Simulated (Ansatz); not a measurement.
# SrTl: stress in a strained cell

Aim: deform SrTl (equal xy, yz and zx engineering shear strains of -1 %) and compute stress, forces and field gradients with LAPW, PAW and all-electron datasets made for the crystal.

Computed with Ansatz 0.2.0 (DFT LDA, scalar-relativistic, unless a step's input says otherwise).

## (1) The system as given

Symmetry: Pm-3m, No. 221, cubic system. The conventional cell has a = 4.032 Å, b = 4.032 Å, c = 4.032 Å, α = 90.00°, β = 90.00°, γ = 90.00°. Sr (site symmetry m-3m) is surrounded by 8 Tl at 3.49 Å. Around Tl (site symmetry m-3m) lie 8 Sr at 3.49 Å.

As a file:

```
Sr Tl
1.0
     4.03200    0.00000    0.00000
     0.00000    4.03200    0.00000
     0.00000    0.00000    4.03200
Sr Tl
1 1
Direct
  0.00000 0.00000 0.00000
  0.50000 0.50000 0.50000
```

Atoms are numbered in the order of the input: Sr1, Tl2.

## (2) After the deformation

Space group Pm-3m before, R-3m after.

## (3) LAPW, all electrons

File input.yaml:

```yaml
crystal:
  lattice:
    - [4.032, -0.02016, -0.02016]
    - [-0.02016, 4.032, -0.02016]
    - [-0.02016, -0.02016, 4.032]
  atoms:
    - { symbol: Sr, position: [0.0, 0.0, 0.0] }
    - { symbol: Tl, position: [0.5, 0.5, 0.5] }
kpoints:
  mp_grid: { grid: [8, 8, 8] }
  band_path:
    path:
      - [0.0, 0.0, 0.0]
      - [0.5, 0.0, 0.0]
      - [0.5, -0.5, 0.5]
      - [0.4901240068, -0.5098759932, 0.4901240068]
      - [0.4901240068, 0.4901240068, 0.4901240068]
      - [0.0, 0.0, 0.0]
      - [0.5, -0.5, 0.0]
    npoints: 5
scf:
  occupations: { method: fermi_dirac, width: 0.05 }
hamiltonian:
  xc: lda
  pseudopotentials: { kind: all_electron, lapw: { basis_error: 0.0005 } }
output:
  forces: true
  stress: true
  eigenvalues: true
```

Command:

```bash
$ ansatz run input.yaml --threads 1 --pin off --max-ram 3072MiB --backend cpu --events-out ev --progress --plain --runs-dir out
```

## (4) PAW with frozen cores

File input.yaml:

```yaml
crystal:
  lattice:
    - [4.032, -0.02016, -0.02016]
    - [-0.02016, 4.032, -0.02016]
    - [-0.02016, -0.02016, 4.032]
  atoms:
    - { symbol: Sr, position: [0.0, 0.0, 0.0] }
    - { symbol: Tl, position: [0.5, 0.5, 0.5] }
kpoints:
  mp_grid: { grid: [8, 8, 8] }
scf:
  occupations: { method: fermi_dirac, width: 0.05 }
hamiltonian:
  xc: lda
  pseudopotentials: { kind: paw }
output:
  forces: true
  stress: true
  eigenvalues: true
  efg: { contact_densities: true }
  write_density: true
  write_potential: true
  elf: true
  volumetric_format: npy
```

## (5) Datasets made for this crystal

input.yaml, as its differences from that of step 4:

```diff
@@ -14,3 +14,3 @@
   xc: lda
-  pseudopotentials: { kind: paw }
+  pseudopotentials: { kind: all_electron, datasets: crystal }
 output:
@@ -20,5 +20 @@
   efg: { contact_densities: true }
-  write_density: true
-  write_potential: true
-  elf: true
-  volumetric_format: npy
```

(Steps that only read results are left out.)

**Question.** What will these runs give? Wanted: pressure; largest shear or deviatoric stress.

**Answer**, as computed:

```
                                 quantity                                              value
                                 pressure  LAPW -1.84, PAW -1.84, crystal datasets -1.84 GPa
largest shear or deviatoric stress (LAPW)                                           0.21 GPa
```

In words: The largest part of the stress beyond the pressure is 0.21 GPa in size; the atoms are carried along and not relaxed. No run of the undeformed cell stands beside it, so the pressure holds what the given cell had before the change. PAW: stress within 0.01 GPa of LAPW. Crystal datasets: stress within 0.01 GPa of LAPW. Spin-orbit coupling is left out, though the cell holds Tl; in elements this heavy it can shift bands and gaps by tenths of an eV.
